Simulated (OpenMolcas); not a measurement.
# Mo⁵⁺ among point charges: CASSCF and CASPT2 levels and susceptibility

How does a field of 6 point charges split the states of Mo⁵⁺, and what χT follows?

The numbers are computed with OpenMolcas 26.06 (state-averaged CASSCF and CASPT2, spin-orbit coupling by RASSI with atomic mean-field integrals), except any that are marked as measured or tabulated.

## Step 1: What is computed

```
Species                           : Mo⁵⁺ (molybdenum, Z = 42, 37 electrons)
Basis                             : ANO-RCC-VTZP [7s6p4d2f1g], 68 functions
Scalar Hamiltonian                : DKH2, point nucleus
Inactive shells                   : 1s 2s 2p 3s 3p 3d 4s 4p
Active space                      : 1 electron in 5 orbitals (4d)
Some configurations of this space : 4d
Orbitals                          : optimised for each spin and parity, averaged over all roots
```

Outer shells as boxes (Hund's rule):

4d
```
4d [↑ ][  ][  ][  ][  ]
```

The ion sits among 6 point charges of -1.7 e arranged as a trigonal prism (D3h), 2.25 Å from the ion, with a polar angle of 61.4° against the regular 49.1°.

The work runs as a chain of OpenMolcas steps in one folder; each step below is one input file. Labels, J, g values, rates, χT and fits are worked out afterwards by a script from the matrices that RASSI stores.

## Step 2: Basis and integrals

a.inp reads:

```
&GATEWAY
Coord
1

Mo 0.0 0.0 0.0
Basis=ANO-RCC-VTZP
Group=NoSym
NoMove
AngMom=0.0 0.0 0.0
AMFI
XField
6 Angstrom 0
1.974992 0.000000 1.077919 -1.700000
-0.987496 1.710393 1.077919 -1.700000
-0.987496 -1.710393 1.077919 -1.700000
1.974992 0.000000 -1.077919 -1.700000
-0.987496 1.710393 -1.077919 -1.700000
-0.987496 -1.710393 -1.077919 -1.700000
&SEWARD
```

Command:

```
$ OMP_NUM_THREADS=1 MOLCAS_MEM=1689 MOLCAS_PROJECT=a pymolcas a.inp > a.log
```

What it wrote:

```text
Basis set label: MO.ANO-RCC...7S6P4D2F1G.

      Electronic valence basis set:
      ------------------
      Associated Effective Charge  42.000000 au
      Associated Actual Charge     42.000000 au
      Nuclear Model: Point charge

      Shell  nPrim  nBasis  Cartesian Spherical Contaminant
         s      21       7        X
         p      18       6        X
         d      13       4                 X
         f       6       2                 X
         g       4       1                 X
                  Relativistic Douglas-Kroll-Hess integrals:
                    - DKH order of Hamiltonian: 2
                    - DKH order of Properties : 0
                  Atomic mean-field integrals
```

## Step 3: Reference wave functions, doublets, 5 roots

a.inp reads:

```
&RASSCF
FileOrb=start.orb
Symmetry=1
Spin=2
nActEl=1 0 0
Inactive=18
Ras2=5
CIRoot=5 5 1
SDav=5
CIMx=300
Iter=120 100
PrWF=0.3
OrbListing=Nothing
MaxOrb=0
>>> COPY $Project.JobIph JOB001
```

start.orb holds the contracted functions of the basis, ordered by shell, or the orbitals of the step before.

What it wrote:

```text
Wave function specifications:
      -----------------------------

      Number of closed shell electrons          36
      Number of electrons in active shells       1
      Max number of holes in RAS1 space          0
      Max nr of electrons in RAS3 space          0
      Number of inactive orbitals               18
      Number of active orbitals                  5
      Number of secondary orbitals              45
      Spin quantum number                      0.5
      State symmetry                             1
Orbital specifications:
      -----------------------

      Symmetry species                           1
                                                 a
      Frozen orbitals                            0
      Inactive orbitals                         18
      Active orbitals                            5
      RAS1 orbitals                              0
      RAS2 orbitals                              5
      RAS3 orbitals                              0
      Secondary orbitals                        45
      Deleted orbitals                           0
      Number of basis functions                 68
      Number of CSFs                             5
      Number of root(s) required                 5
      Iter CI   SX   CI       RASSCF       Energy    max ROT     max BLB   max BLB  Level Ln srch  Step   QN
          iter iter root      energy       change     param      element    value   shift minimum  type update
 Nr of preliminary CI iterations:   1
      Total energies have been shifted. Add                -4000.00 au
        1   1   11    0   -52.25746246    0.00E+00   3.07E-01*  17  31 1 -4.44E-01*  0.07   0.00    SX    NO
        2   1   10    0   -52.53823460   -2.81E-01* -8.51E-03   17  34 1 -7.58E-02*  0.12   0.00    SX    NO
        3   1    9    0   -52.54351093   -5.28E-03* -3.54E-03    6  26 1 -1.41E-02*  0.11   0.00    SX    NO
        4   1    8    0   -52.54372066   -2.10E-04*  1.05E-03   15  26 1 -3.32E-03*  0.12   0.00    SX    NO
        5   1    7    0   -52.54373166   -1.10E-05*  3.21E-04   13  22 1  7.36E-04*  0.12   0.82    QN   YES
        6   1    5    0   -52.54373232   -6.63E-07* -1.04E-04   17  19 1 -9.64E-05   0.12   1.03    QN   YES
        7   1    5    0   -52.54373233   -8.54E-09   5.35E-05   16  23 1  2.93E-05   0.12   1.10    QN   YES
      Convergence after  7 iterations
        8   1    5    0   -52.54373233   -9.93E-10   5.35E-05   16  27 1 -5.54E-06   0.12   1.10    QN   YES
      Natural orbitals and occupation numbers for root  1
      sym 1:   0.000000   0.000000   1.000000   0.000000  -0.000000
      Natural orbitals and occupation numbers for root  2
      sym 1:   0.000000   1.000000  -0.000000  -0.000000   0.000000
      Natural orbitals and occupation numbers for root  3
      sym 1:   0.000000   0.000000  -0.000000   1.000000  -0.000000
::    RASSCF root number  1 Total energy:  -4052.56343138
::    RASSCF root number  2 Total energy:  -4052.54639360
::    RASSCF root number  3 Total energy:  -4052.54639360
::    RASSCF root number  4 Total energy:  -4052.53122154
::    RASSCF root number  5 Total energy:  -4052.53122154
```

## Step 4: RASSI: spin-orbit coupling between the states

a.inp reads:

```
&RASSI
NrOfJobIphs=1 5
1 2 3 4 5
IphNames
JOB001
EJob
SpinOrbit
DIPRint=1.0
SOCoupling=1000.0
Subsets=2
Property=9
'ANGMOM' 1 'ANGMOM' 2 'ANGMOM' 3 'MLTPL  1' 1 'MLTPL  1' 2 'MLTPL  1' 3
'AMFI' 1 'AMFI' 2 'AMFI' 3
SOProperty=3
'ANGMOM' 1 'ANGMOM' 2 'ANGMOM' 3
```

What it wrote:

```text
SPIN-FREE ENERGIES:
  (Shifted by EMIN (a.u.) =      -4052.5634313841)

 SF State       Relative EMIN(au)   Rel lowest level(eV)    D:o, cm**(-1)      L_eff

     1             0.0000000000        0.0000000000              0.0000         2.0
     2             0.0170377859        0.4636217725           3739.3618         2.0
     3             0.0170377866        0.4636217918           3739.3619         2.0
     4             0.0322098420        0.8764744522           7069.2432         2.0
     5             0.0322098446        0.8764745212           7069.2438         2.0
     Dipole printing threshold changed to   1.00000000E+00

++ Dipole transition strengths (spin-free states):
   -----------------------------------------------
     for osc. strength at least  1.00000000E+00

  ( Max oscillator strength is only    1.0134277057807990E-005 )
--
Eigenvalues of complex Hamiltonian:
   -----------------------------------
  (Shifted by EMIN (a.u.) =      -4052.5634313841)

 SO State       Relative EMIN(au)   Rel lowest level(eV)    D:o, cm**(-1)     J-value

     1            -0.0017858240        0.0000000000              0.0000         1.8
     2            -0.0017858240        0.0000000000              0.0000         1.8
     3             0.0165748870        0.4996203990           4029.7103         2.2
     4             0.0165748870        0.4996203990           4029.7103         2.2
     5             0.0173218578        0.5199465103           4193.6514         1.4
     6             0.0173218578        0.5199465103           4193.6514         1.4
     7             0.0296635741        0.8557817176           6902.3450         1.7
     8             0.0296635741        0.8557817176           6902.3450         1.7
     9             0.0367207641        1.0478176418           8451.2192         1.2
    10             0.0367207641        1.0478176418           8451.2192         1.2
Weights of the five most important spin-orbit-free states for each spin-orbit state.

 SO State  Total energy (au)           Spin-free states, spin, and weights
 -------------------------------------------------------------------------------------------------------
    1        -0.001786       1 0.5  0.9027    2 0.5  0.0486    3 0.5  0.0486    5 0.5  0.0000    4 0.5  0.0000
    2        -0.001786       1 0.5  0.9027    2 0.5  0.0486    3 0.5  0.0486    5 0.5  0.0000    4 0.5  0.0000
    3         0.016575       2 0.5  0.4514    3 0.5  0.4514    1 0.5  0.0973    5 0.5  0.0000    4 0.5  0.0000
    4         0.016575       2 0.5  0.4514    3 0.5  0.4514    1 0.5  0.0973    5 0.5  0.0000    4 0.5  0.0000
    5         0.017322       3 0.5  0.4204    2 0.5  0.4204    4 0.5  0.0796    5 0.5  0.0796    1 0.5  0.0000
    6         0.017322       3 0.5  0.4204    2 0.5  0.4204    4 0.5  0.0796    5 0.5  0.0796    1 0.5  0.0000
    7         0.029664       4 0.5  0.4204    5 0.5  0.4204    3 0.5  0.0796    2 0.5  0.0796    1 0.5  0.0000
    8         0.029664       4 0.5  0.4204    5 0.5  0.4204    3 0.5  0.0796    2 0.5  0.0796    1 0.5  0.0000
    9         0.036721       5 0.5  0.5000    4 0.5  0.5000    2 0.5  0.0000    3 0.5  0.0000    1 0.5  0.0000
   10         0.036721       5 0.5  0.5000    4 0.5  0.5000    2 0.5  0.0000    3 0.5  0.0000    1 0.5  0.0000
 -------------------------------------------------------------------------------------------------------
```

These steps: 2.4 s of run time, 1 thread, shared host.

Spin-free states, with their symmetry labels:

```
state  degeneracy  E (cm-1)  free-ion L (%)
  2A1           1         0         D (100)
   2E           2      3739         D (100)
   2E           2      7069         D (100)
```

With spin-orbit coupling:

```
E (cm-1)  Degeneracy  Label  2S+1               g
     0.0           2   E1/2     2  0.36 0.36 1.81
    4030           2   E1/2     2  0.19 1.64 1.64
    4194           2   E3/2     2  0.00 0.00 3.68
    6902           2   E3/2     2  0.00 0.00 2.31
    8451           2   E1/2     2  0.00 0.00 5.99
```

Labels of spin-orbit levels are those of the rotation subgroup (D3 for D3h). Principal g values are given for doublets only; a zero marks a field direction without first-order Zeeman splitting.

Powder χT (cm³ K/mol): 0.11 at 2 K, 0.11 at 5 K, 0.11 at 10 K, 0.11 at 20 K, 0.12 at 50 K, 0.13 at 100 K, 0.14 at 150 K, 0.15 at 200 K, 0.16 at 250 K, 0.17 at 300 K.

Orbitals of the lowest block (energies include the constant potential of the surroundings):

| shell | space | energy (hartree) | mean occupation | ⟨r²⟩ (bohr²) |
| --- | --- | --- | --- | --- |
| 1s | inactive | -738.7724 | 2.000 | 0.00163 |
| 2s | inactive | -107.2234 | 2.000 | 0.0277 |
| 2p | inactive | -95.6768 | 6.000 | 0.0219 |
| 3s | inactive | -19.5056 | 2.000 | 0.208 |
| 3p | inactive | -15.6069 | 6.000 | 0.213 |
| 3d | inactive | -9.2421 | 10.000 | 0.205 |
| 4s | inactive | -2.8549 | 2.000 | 1.32 |
| 4p | inactive | -1.6393 | 6.000 | 1.58 |
| 4d | RAS2 |  | 1.000 | 2.50 |

## Step 5: CASPT2: IPEA 0.25, imaginary shift 0.1 (closed shells correlated: 4s 4p)

a.inp reads:

```
>>> COPY JOB001 $Project.JobIph
&CASPT2
Multistate=5 1 2 3 4 5
NoMult
Frozen=14
IPEA=0.25
Imaginary=0.1
MaxIter=60
WThr=0.0 0.3 0.05
PrWF=0.5
NoMix
```

Command:

```
$ OMP_NUM_THREADS=1 MOLCAS_MEM=1689 MOLCAS_PROJECT=a pymolcas a.inp > a.log
```

What it wrote:

```text
Orbital specifications:
      -----------------------

      Symmetry species                           1
                                                 a
      Frozen orbitals                           14
      Inactive orbitals                          4
      Active orbitals                            5
      Secondary orbitals                        45
      Deleted orbitals                           0
      Number of basis functions                 68
Type of calculation                        SS-CASPT2
      Fock operator                              state-specific
      IPEA shift                                 0.25
      Real shift                                 0.00
      Imaginary shift                            0.10
      The input orbitals will be transformed to quasi-canonical
Reference energy:       -4052.5634313841
      E2 (Non-variational):      -0.2363179309
      Shift correction:          -0.0000811998
      E2 (Variational):          -0.2363991307
      Total energy:           -4052.7998305147
      Residual norm:              0.0000002269
      Reference weight:           0.96041
      Contributions to the CASPT2 correlation energy
      Active & Virtual Only:         -0.0000000004
      One Inactive Excited:          -0.0517459156
      Two Inactive Excited:          -0.1845720149
Reference energy:       -4052.5463935982
      E2 (Non-variational):      -0.2365434667
      Shift correction:          -0.0000812104
      E2 (Variational):          -0.2366246771
      Total energy:           -4052.7830182753
      Residual norm:              0.0000002814
      Reference weight:           0.96038
      Contributions to the CASPT2 correlation energy
      Active & Virtual Only:          0.0000000000
      One Inactive Excited:          -0.0521096710
      Two Inactive Excited:          -0.1844337958
::    CASPT2 Root  1     Total energy:  -4052.79983051
::    CASPT2 Root  2     Total energy:  -4052.78301828
::    CASPT2 Root  3     Total energy:  -4052.78301875
::    CASPT2 Root  4     Total energy:  -4052.76871249
::    CASPT2 Root  5     Total energy:  -4052.76806945
```

This run took 1.4 s in all on 1 thread, shared host.

SS-CASPT2: lowest energy less the reference's lowest, -0.2364 hartree; reference weights 0.960.

States without spin-orbit coupling:

| state | degeneracy | E (cm-1) | free-ion L (%) |
| --- | --- | --- | --- |
| 2A1 | 1 | 0 | D (100) |
| 2E | 2 | 3690 | D (100) |
| 2E | 2 | 6900 | D (100) |

With spin-orbit coupling:

| E (cm-1) | Degeneracy | Label | 2S+1 | g |
| --- | --- | --- | --- | --- |
| 0 | 2 | E1/2 | 2 | 0.34 0.34 1.80 |
| 3990 | 2 | E1/2 | 2 | 0.19 1.66 1.66 |
| 4130 | 2 | E3/2 | 2 | 0.00 0.00 3.65 |
| 6760 | 2 | E3/2 | 2 | 0.00 0.00 2.33 |
| 8290 | 2 | E1/2 | 2 | 0.00 0.00 5.99 |

Powder χT (cm³ K/mol): 0.11 at 2 K, 0.11 at 5 K, 0.11 at 10 K, 0.11 at 20 K, 0.12 at 50 K, 0.13 at 100 K, 0.14 at 150 K, 0.15 at 200 K, 0.16 at 250 K, 0.17 at 300 K.

## Step 6: The methods side by side

A. CASSCF
B. SS-CASPT2, IPEA 0.25, imaginary shift 0.1 (closed shells correlated: 4s 4p)

| method | ground state | first state of that spin (cm-1) | first gap with spin-orbit (cm-1) | χT at 300 K |
| --- | --- | --- | --- | --- |
| A | 2A1 | 2E 3739 | 4029.7 | 0.17 |
| B | 2A1 | 2E 3690 | 3989.9 | 0.17 |

## Step 7: What came out

```
                                            quantity                                                                        value
                                              method  SS-CASPT2, IPEA 0.25, imaginary shift 0.1 (closed shells correlated: 4s 4p)
                              spin-free ground state                                              2A1, 1-fold in its orbital part
first state of the same spin within the active space                                                              2E at 3690 cm⁻¹
                                        lowest level                                            2-fold E1/2, g = 0.34, 0.34, 1.80
                                          next level                                                                  3989.9 cm⁻¹
                                         χT at 300 K                                                               0.17 cm³ K/mol
                           effective moment at 300 K                                                                      1.18 μB
```

Cost by method:

```csv
method,time of its own steps,time with the reference
A. CASSCF,2.4 s,2.4 s
"B. SS-CASPT2, IPEA 0.25, imaginary shift 0.1, +4s 4p",1.4 s,3.8 s
```

Times are of one thread on a shared host.

What this shows: The spin-free ground state (2A1) comes to 100 % from free-ion D terms and keeps the highest spin of the shell. χT at 300 K is 0.17, against 0.38 cm³ K/mol for the spin alone, so orbital moment lowers it. CASPT2 does not keep the components of a term degenerate, and the means are used. The field of point charges can differ much from that of real complexes. This is an electrostatic model: the charges have no orbitals.
